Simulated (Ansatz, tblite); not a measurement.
# The cluster Cd₆Te₆H₁₈: a ladder of methods and basis sets

Aim: run the singlet of the cluster Cd₆Te₆H₁₈ at one geometry on many levels, and compare frontier levels, spin and run time.

The runs use Ansatz 0.2.0, Gaussian basis; as each input shows.

The runs, in order: GFN1-xTB, GFN2-xTB, PBE-D4/def2-TZVP, r2SCAN-D4/def2-TZVP, r2SCANh-D4/def2-TZVP, B2PLYP/def2-TZVP, BLYP-D4/def2-TZVP, LC-ωPBE(0.10)/def2-SVP, LC-ωPBE(0.15)/def2-SVP, LC-ωPBE(0.20)/def2-SVP, LC-ωPBE(0.30)/def2-SVP, PBE-D4/def2-SVP, PBE0-D4/def2-SVP, MP2/def2-SVP, RPA/def2-SVP.

1 further run of the same task is left out (set aside as unsound or not needed).

### Step 1. The structure

The geometry is that of the singlet, from an earlier relaxation (PBE-D4/def2-SVP).

30 atoms, charge 0, spin multiplicity 1.

Bond lengths: Te1–Cd2 2.876 Å, Te1–Cd7 2.876 Å, Te1–H14 1.681 Å, Cd2–Te4 3.261 Å, Cd2–Te5 2.876 Å, Cd2–H15 1.712 Å, Cd3–Te4 2.873 Å, Cd3–Te8 2.873 Å, Cd3–H17 1.695 Å, Te4–Cd6 2.871 Å, Te4–H18 1.680 Å, Te5–Cd10 2.876 Å, Te5–H19 1.681 Å, Cd6–Te12 2.872 Å, Cd6–H22 1.695 Å, Cd7–Te8 3.262 Å, Cd7–Te9 2.876 Å, Cd7–H23 1.712 Å and more. Angles: Cd2–Te1–Cd7 119.8°, Cd2–Te1–H14 97.2°, Cd7–Te1–H14 97.1°, Te1–Cd2–Te4 104.2°, Te1–Cd2–Te5 97.8°, Te1–Cd2–H15 127.4°, Te4–Cd2–Te5 104.2°, Te4–Cd2–H15 90.4°, Te5–Cd2–H15 127.4°, Te4–Cd3–Te8 90.9°, Te4–Cd3–H17 134.5°, Te8–Cd3–H17 134.6°, Cd2–Te4–Cd3 125.0°, Cd2–Te4–Cd6 124.9°, Cd2–Te4–H18 104.9°, Cd3–Te4–Cd6 99.8°, Cd3–Te4–H18 97.8°, Cd6–Te4–H18 98.0° and more.

Coordinates:

```
Te   -0.0051   -2.5088   -3.1935
Cd   -2.4912   -1.4395   -2.2200
Cd    0.0046   -2.5350    2.4912
Te   -2.0444   -1.1826    0.9998
Te   -2.1690    1.2478   -3.1928
Cd   -2.1944    1.2681    2.4887
Cd    2.4850   -1.4400   -2.2298
Te    2.0483   -1.1831    0.9921
Te    2.1640    1.2494   -3.1972
Cd   -0.0021    2.8710   -2.2221
Cd    2.2024    1.2661    2.4843
Te    0.0027    2.3618    0.9979
H    -0.0106   -4.2990    0.0987
H    -0.0026   -3.9115   -2.2675
H    -3.9576   -2.2841   -1.9620
H    -0.0076   -4.8218    0.6655
H     0.0061   -3.6650    3.7541
H    -3.3714   -1.9537    1.6837
H    -3.3884    1.9514   -2.2749
H    -3.7020    2.1563    0.0934
H    -4.1641    2.4178    0.6525
H    -3.1763    1.8367    3.7474
H     3.9515   -2.2862   -1.9770
H     3.3778   -1.9527    1.6727
H     3.3834    1.9492   -2.2763
H     3.7049    2.1684    0.0871
H    -0.0024    4.5637   -1.9667
H     3.1861    1.8329    3.7424
H     4.1663    2.4247    0.6492
H     0.0060    3.8977    1.6789
```

Cd, Te take a core potential in the def2 sets. No spin-orbit coupling is included.

PBE0-D4/def2-TZVP was run before; its log isn't repeated, and its numbers join the tables.

### Step 2. GFN1-xTB

Tight binding, by tblite at 300 K electronic temperature and without a spin-polarisation term:

```python
tblite.interface.Calculator('GFN1-xTB', numbers, positions, charge=0, uhf=0).singlepoint()
```

Energy -1024.8366 eV, HOMO -9.22 eV, LUMO -5.94 eV; 0.048 s.

### Step 3. GFN2-xTB

Tight binding, by tblite at 300 K electronic temperature and without a spin-polarisation term:

```python
tblite.interface.Calculator('GFN2-xTB', numbers, positions, charge=0, uhf=0).singlepoint()
```

Energy -854.6119 eV, HOMO -9.61 eV, LUMO -6.84 eV; 0.049 s.

### Step 4. PBE-D4/def2-TZVP

start.molden holds the orbitals of an earlier run on this state, given as this run's starting guess.

Contents of in.yaml:

```yaml
crystal:
  periodic: [false, false, false]
  atoms:
    - {symbol: Te, position_ang: [-0.005080, -2.508808, -3.193477]}
    - {symbol: Cd, position_ang: [-2.491182, -1.439466, -2.219963]}
    - {symbol: Cd, position_ang: [0.004601, -2.534952, 2.491167]}
    - {symbol: Te, position_ang: [-2.044432, -1.182579, 0.999846]}
    - {symbol: Te, position_ang: [-2.168981, 1.247822, -3.192841]}
    - {symbol: Cd, position_ang: [-2.194389, 1.268142, 2.488710]}
    - {symbol: Cd, position_ang: [2.485036, -1.440000, -2.229803]}
    - {symbol: Te, position_ang: [2.048315, -1.183077, 0.992111]}
    - {symbol: Te, position_ang: [2.163983, 1.249353, -3.197188]}
    - {symbol: Cd, position_ang: [-0.002142, 2.871040, -2.222106]}
    - {symbol: Cd, position_ang: [2.202393, 1.266103, 2.484313]}
    - {symbol: Te, position_ang: [0.002739, 2.361769, 0.997877]}
    - {symbol: H, position_ang: [-0.010554, -4.299048, 0.098707]}
    - {symbol: H, position_ang: [-0.002620, -3.911491, -2.267476]}
    - {symbol: H, position_ang: [-3.957581, -2.284110, -1.961971]}
    - {symbol: H, position_ang: [-0.007553, -4.821818, 0.665543]}
    - {symbol: H, position_ang: [0.006106, -3.664978, 3.754066]}
    - {symbol: H, position_ang: [-3.371407, -1.953712, 1.683696]}
    - {symbol: H, position_ang: [-3.388404, 1.951386, -2.274897]}
    - {symbol: H, position_ang: [-3.702013, 2.156257, 0.093364]}
    - {symbol: H, position_ang: [-4.164114, 2.417753, 0.652510]}
    - {symbol: H, position_ang: [-3.176283, 1.836723, 3.747426]}
    - {symbol: H, position_ang: [3.951467, -2.286199, -1.977013]}
    - {symbol: H, position_ang: [3.377840, -1.952654, 1.672739]}
    - {symbol: H, position_ang: [3.383383, 1.949185, -2.276295]}
    - {symbol: H, position_ang: [3.704914, 2.168368, 0.087084]}
    - {symbol: H, position_ang: [-0.002443, 4.563699, -1.966741]}
    - {symbol: H, position_ang: [3.186117, 1.832914, 3.742412]}
    - {symbol: H, position_ang: [4.166274, 2.424686, 0.649250]}
    - {symbol: H, position_ang: [0.006009, 3.897734, 1.678938]}
basis:
  gaussian: {orbitals: def2-TZVP, fitting: {mean_field: def2-universal-jkfit}, initial_orbitals: start.molden}
hamiltonian: {xc: pbe, dispersion: d4}
scf: {omitted_lower_state_checks: [starts]}
output: {orbitals: {seedname: orbitals}}
```

Command:

```sh
$ ansatz run in.yaml --threads 2 --pin off --events-out ev --progress --plain --max-ram 32768MiB --backend cuda --devices 0, --max-vram 18GiB
```

Further steps of the session: r2SCAN-D4/def2-TZVP; r2SCANh-D4/def2-TZVP; B2PLYP/def2-TZVP; BLYP-D4/def2-TZVP; LC-ωPBE(0.10)/def2-SVP; LC-ωPBE(0.15)/def2-SVP; LC-ωPBE(0.20)/def2-SVP; LC-ωPBE(0.30)/def2-SVP; PBE-D4/def2-SVP; PBE0-D4/def2-SVP; MP2/def2-SVP; RPA/def2-SVP.

Before running them: what should the planned runs give, taken together? Wanted: gap in def2-TZVP, named functionals, smallest and largest; gap over the ω; correlation energy, MP2/def2-SVP; binding an atom, functionals in def2-TZVP; PBE0 total energy, smallest basis above largest.

As calculated:

```
                                                 quantity                                  value
gap in def2-TZVP, named functionals, smallest and largest   2.88 eV (BLYP-D4), 4.51 eV (PBE0-D4)
                                  gap over the ω (1/bohr)         5.58 eV at 0.1, 8.10 eV at 0.3
                         correlation energy, MP2/def2-SVP                              -86.34 eV
                binding an atom, functionals in def2-TZVP  1.87 (BLYP-D4) to 1.93 eV (r2SCAN-D4)
          PBE0 total energy, smallest basis above largest          8.66 eV (def2-SVP, def2-TZVP)
```

Orbital gaps of the named functionals in def2-TZVP span 2.88 eV (BLYP-D4) to 4.51 eV (PBE0-D4); exact exchange widens it. Raising the ω (1/bohr) from 0.1 to 0.3 moves the HOMO by -1.52 eV and the LUMO by +1.00 eV.
